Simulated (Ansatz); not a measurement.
# EuCd (CsCl type): how the settings move a single-point run

How sensitive is a single-point run of EuCd (CsCl type) to its settings? A reference run comes first, then two runs with altered input.

Program: Ansatz 0.2.0. Level of theory: reference: DFT PBEsol, scalar-relativistic, plane waves, PAW, unless a step's input says otherwise. These are calculated values, not measurements.

3 further runs of the same task are left out: 3 that didn't finish.

## Step 1: The starting structure

Symmetry: Pm-3m, No. 221, cubic system. Conventional cell: a = 3.833 Å, b = 3.833 Å, c = 3.833 Å, α = 90.00°, β = 90.00°, γ = 90.00°. Eu (site symmetry m-3m) is surrounded by 8 Cd at 3.32 Å. Cd (site symmetry m-3m) has 8 Eu at 3.32 Å as nearest neighbours.

As a file:

```xyz
2
Lattice="3.8332 0.0000 0.0000 0.0000 3.8332 0.0000 0.0000 0.0000 3.8332" Properties=species:S:1:pos:R:3 pbc="T T T"
Eu    0.0000    0.0000    0.0000
Cd    1.9166    1.9166    1.9166
```

## Step 2: The reference run

File input.yaml:

```yaml
crystal:
  lattice:
    - [3.8332239365, 0.0, 0.0]
    - [0.0, 3.8332239365, 0.0]
    - [0.0, 0.0, 3.8332239365]
  atoms:
    - { symbol: Eu, position: [0.0, 0.0, 0.0], spin: 7.52 }
    - { symbol: Cd, position: [0.5, 0.5, 0.5] }
basis:
  ecutwfc: 420
  ecutrho_ratio: 4
kpoints:
  mp_grid: { grid: [8, 8, 8] }
hamiltonian:
  xc: pbesol
scf:
  occupations: { method: gaussian, width: 0.05 }
output:
  forces: true
  stress: true
  eigenvalues: true
  populations: true
magnetization:
  spin_polarized: true
```

Launch:

```bash
ansatz run input.yaml --threads 4 --pin off --max-ram 4096MiB --backend cpu --events-out ev --progress --plain --runs-dir out
```

## Step 3: Changed: xc r2scan, occupations.method tetrahedron_uncorrected, width left out

File input.yaml:

```yaml
crystal:
  lattice:
    - [3.8332239365, 0.0, 0.0]
    - [0.0, 3.8332239365, 0.0]
    - [0.0, 0.0, 3.8332239365]
  atoms:
    - { symbol: Eu, position: [0.0, 0.0, 0.0], spin: 7.0 }
    - { symbol: Cd, position: [0.5, 0.5, 0.5] }
basis:
  ecutwfc: 420
  ecutrho_ratio: 4
kpoints:
  mp_grid: { grid: [8, 8, 8] }
hamiltonian:
  xc: r2scan
scf:
  occupations: { method: tetrahedron_uncorrected }
output:
  forces: true
  stress: true
magnetization:
  spin_polarized: true
```

## Step 4: The same system, input altered

File input.yaml:

```yaml
crystal:
  lattice:
    - [3.8332239365, 0.0, 0.0]
    - [0.0, 3.8332239365, 0.0]
    - [0.0, 0.0, 3.8332239365]
  atoms:
    - { symbol: Eu, position: [0.0, 0.0, 0.0], spin: 7.0 }
    - { symbol: Cd, position: [0.5, 0.5, 0.5] }
  symmetry: { detect: false }
basis:
  ecutwfc: 420
  ecutrho_ratio: 4
  precision: f64
kpoints:
  mp_grid: { grid: [8, 8, 8] }
hamiltonian:
  xc: pbesol
scf:
  occupations: { method: gaussian, width: 0.05 }
  eigensolver: { kind: davidson }
output:
  forces: true
  stress: true
  write_density: true
  write_potential: true
  elf: true
  volumetric_format: npy
magnetization:
  spin_polarized: true
```

(Steps that only read results are left out.)

**Question.** What will these runs give? Wanted: for each run, ending; energy change; pressure; gap; abs. moment; force.

**Answer**, as computed:

| run | ending | energy change | pressure (GPa) | gap (eV) | abs. moment (μB) | force (eV/Å) | cycles | time |
| --- | --- | --- | --- | --- | --- | --- | --- | --- |
| reference | converged | - | 0.0 | 0.00 | 7.15 | 0.00 | 12 | 6.8 s |
| 1: xc r2scan, occupations.method tetrahedron_uncorrected, width left out | converged | not comparable | 2.5 | 0.00 | 7.14 | 0.00 | 24 | 16 s |
| 2: symmetry.detect false, basis.precision f64, eigensolver.kind davidson | timeout | - | - | - | - | - | - | 28 s |

Times don't compare one to one where runs were asked for different outputs or read a saved state (see the inputs); cycles may leave out searches for a lower state.

Residual by cycle in the longest SCF loop of each run; runs are numbered as in the table. The quantity is the density residual dr2, in eV.

```
cycle  reference    run 1   run 2
    1       1.31     3.86    1.29
    3      0.132   0.0699  0.0873
    5     0.0116   0.0227   0.007
    7     2.9e-5   0.0435       -
    9     4.6e-7  0.00886       -
   11     3.0e-8   0.0123       -
   14          -   5.7e-5       -
   16          -   3.1e-6       -
   18          -   6.1e-6       -
   20          -   3.5e-8       -
   22          -   1.7e-8       -
   24          -  3.3e-10       -
```

What this shows: Run 1 ran under the cutoff that the potentials recommend, as the log warns, so basis error is mixed into its values. 1 of the 2 altered inputs did not end normally.
